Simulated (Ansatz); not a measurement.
# C2H8AlNS: up Jacob's ladder to CCSD(T)

An exercise on one series of results from a longer session: the logs are not shown, and one member is left open.

Method: functionals in def2-TZVPP, the program's frozen cores in correlated methods; program: Ansatz 0.2.0, Gaussian basis.

Plan: PBE-D4, r2SCAN-D4, PBE0-D4, B3LYP-D4, ωB97X-V, ωB97M-V, B2PLYP; CCSD(T)/def2-TZVPP; MP2/def2-QZVPP; extrapolation to the limit.

## The relaxed structure

The geometry comes from an earlier relaxation with PBE0-D4 in a triple-zeta def2 set; it is a stationary point, not always the lowest conformer.

13 atoms, charge 0, spin multiplicity 1.

Atoms are counted from 1 here; the program's logs count them from 0.

Bond lengths: N1–C2 1.430 Å, N1–H6 1.012 Å, N1–H7 1.010 Å, C2–S3 1.831 Å, C2–H8 1.092 Å, C2–H9 1.097 Å, S3–C4 1.847 Å, S3–Al5 2.409 Å, C4–Al5 1.962 Å, C4–H10 1.089 Å, C4–H11 1.088 Å, Al5–H12 1.593 Å, Al5–H13 1.584 Å. Angles: C2–N1–H6 111.5°, C2–N1–H7 111.8°, H6–N1–H7 109.4°, N1–C2–S3 109.0°, N1–C2–H8 109.8°, N1–C2–H9 115.9°, S3–C2–H8 107.0°, S3–C2–H9 106.0°, H8–C2–H9 108.7°, C2–S3–C4 99.9°, C2–S3–Al5 96.9°, C4–S3–Al5 52.9°, S3–C4–Al5 78.4°, S3–C4–H10 106.8°, S3–C4–H11 109.9°, Al5–C4–H10 118.0°, Al5–C4–H11 126.6°, H10–C4–H11 109.8° and more.

Geometry (Å):

```
N    -0.5830    1.9731    0.7999
C    -1.0057    0.7078    0.2847
S    -0.0498   -0.6208    1.1062
C     0.0398   -1.8478   -0.2717
Al    1.6787   -0.8088   -0.5615
H     0.2741    2.2837    0.3615
H    -1.2940    2.6813    0.6867
H    -2.0565    0.5421    0.5292
H    -0.8668    0.5578   -0.7934
H     0.1324   -2.8311    0.1879
H    -0.8702   -1.8031   -0.8663
H     1.5733    0.5196   -1.4336
H     3.0480   -1.3884   -0.0147
```

The first run:

File in.yaml:

```yaml
crystal:
  periodic: [false, false, false]
  atoms:
    - {symbol: N, position_ang: [-0.582965, 1.973116, 0.799884]}
    - {symbol: C, position_ang: [-1.005720, 0.707754, 0.284650]}
    - {symbol: S, position_ang: [-0.049837, -0.620802, 1.106156]}
    - {symbol: C, position_ang: [0.039774, -1.847830, -0.271687]}
    - {symbol: Al, position_ang: [1.678733, -0.808818, -0.561486]}
    - {symbol: H, position_ang: [0.274116, 2.283662, 0.361525]}
    - {symbol: H, position_ang: [-1.294014, 2.681279, 0.686660]}
    - {symbol: H, position_ang: [-2.056523, 0.542086, 0.529192]}
    - {symbol: H, position_ang: [-0.866815, 0.557780, -0.793440]}
    - {symbol: H, position_ang: [0.132439, -2.831068, 0.187936]}
    - {symbol: H, position_ang: [-0.870206, -1.803111, -0.866315]}
    - {symbol: H, position_ang: [1.573331, 0.519591, -1.433575]}
    - {symbol: H, position_ang: [3.047987, -1.388439, -0.014698]}
basis:
  gaussian: {orbitals: def2-TZVPP}
hamiltonian: {xc: pbe, dispersion: d4}
output: {forces: true, orbitals: {seedname: orbitals}}
```

Started as:

```console
> ansatz run in.yaml --threads 4 --pin off --events-out ev --progress --plain --max-ram 10444MiB
```

Among the steps run: PBE-D4 (GGA); r2SCAN-D4 (meta-GGA); PBE0-D4 (hybrid); B3LYP-D4 (hybrid); ωB97X-V (range-separated); ωB97M-V (range-separated); B2PLYP (double hybrid); CCSD(T) in def2-TZVPP; MP2 in def2-QZVPP.

One table of the session follows, with a row left open; its other results are not shown here.

```
            method  atomisation energy (kJ/mol)
            PBE-D4                       4438.3
         r2SCAN-D4                       4367.6
           PBE0-D4                       4369.0
          B3LYP-D4                       4358.4
           ωB97X-V                            ?
           ωB97M-V                       4382.3
            B2PLYP                       4296.6
     HF/def2-TZVPP                       3088.9
    MP2/def2-TZVPP                       4274.3
   CCSD/def2-TZVPP                       4166.9
CCSD(T)/def2-TZVPP                       4234.5
           MP2/CBS                       4399.7
       CCSD(T)/CBS                       4359.9
```

Estimate the missing values for ωB97X-V.

The run gave: atomisation energy (kJ/mol): 4381.3. In the column «atomisation energy (kJ/mol)» it lies between PBE0-D4 (4369.0) and ωB97M-V (4382.3).
